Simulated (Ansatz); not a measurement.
# C2H5BBrF: basis-set convergence

One table from this session's results is given with a row withheld; the runs are named, their logs left out.

Computed with Ansatz 0.2.0, Gaussian basis. Level: one geometry, several basis sets.

Plan: PBE0-D4/def2-SVP; ωB97M-V/def2-SVP; PBE0-D4/def2-QZVPP; ωB97M-V/def2-QZVPP; the functionals' def2-TZVPP values are taken from earlier runs.

## The geometry

An earlier PBE0-D4 in a triple-zeta def2 set relaxation fixed the geometry.

SMILES `CCB(F)Br`, 10 atoms, charge 0, spin multiplicity 1.

Atoms are counted from 1 here; the program's logs count them from 0.

Bond lengths: C1–C2 1.524 Å, C1–H6 1.092 Å, C1–H7 1.092 Å, C1–H8 1.092 Å, C2–B3 1.556 Å, C2–H9 1.097 Å, C2–H10 1.098 Å, B3–F4 1.317 Å, B3–Br5 1.928 Å. Angles: C2–C1–H6 111.4°, C2–C1–H7 111.4°, C2–C1–H8 111.2°, H6–C1–H7 107.2°, H6–C1–H8 107.7°, H7–C1–H8 107.7°, C1–C2–B3 115.4°, C1–C2–H9 111.1°, C1–C2–H10 111.1°, B3–C2–H9 107.4°, B3–C2–H10 107.3°, H9–C2–H10 103.7°, C2–B3–F4 122.3°, C2–B3–Br5 121.5°, F4–B3–Br5 116.2°.

Set-up of the first run:

in.yaml reads:

```yaml
crystal:
  periodic: [false, false, false]
  atoms:
    - {symbol: C, position_ang: [-1.216932, -0.359124, 0.029331]}
    - {symbol: C, position_ang: [0.294879, -0.456013, -0.137716]}
    - {symbol: B, position_ang: [1.079756, 0.863492, 0.112509]}
    - {symbol: F, position_ang: [0.480865, 1.985366, 0.453720]}
    - {symbol: Br, position_ang: [2.998484, 0.941301, -0.060446]}
    - {symbol: H, position_ang: [-1.647660, 0.369485, -0.660528]}
    - {symbol: H, position_ang: [-1.486489, -0.045452, 1.039890]}
    - {symbol: H, position_ang: [-1.698057, -1.320671, -0.159777]}
    - {symbol: H, position_ang: [0.560156, -0.810356, -1.141870]}
    - {symbol: H, position_ang: [0.717998, -1.219229, 0.527889]}
basis:
  gaussian: {orbitals: def2-SVP}
hamiltonian: {xc: pbe0, dispersion: d4}
output: {orbitals: {seedname: orbitals}}
```

Run with:

```
$ ansatz run in.yaml --threads 4 --pin off --events-out ev --progress --plain --max-ram 10444MiB
```

Steps of the session up to this table: PBE0-D4 in def2-SVP; ωB97M-V in def2-SVP; PBE0-D4 in def2-QZVPP; ωB97M-V in def2-QZVPP.

One of the session's tables, all rows but one given; the rest of the session is left out.

It belongs to the step «Functionals by basis». 

| functional | basis | HOMO (eV) |
| --- | --- | --- |
| PBE0-D4 | def2-SVP | ? |
| PBE0-D4 | def2-TZVPP | -8.43 |
| PBE0-D4 | def2-QZVPP | -8.44 |
| ωB97M-V | def2-SVP | -10.53 |
| ωB97M-V | def2-TZVPP | -10.67 |
| ωB97M-V | def2-QZVPP | -10.69 |

**Question.** Estimate the row for PBE0-D4, def2-SVP.

**Answer.** HOMO (eV): -8.30. In the column «HOMO (eV)» it is the highest.
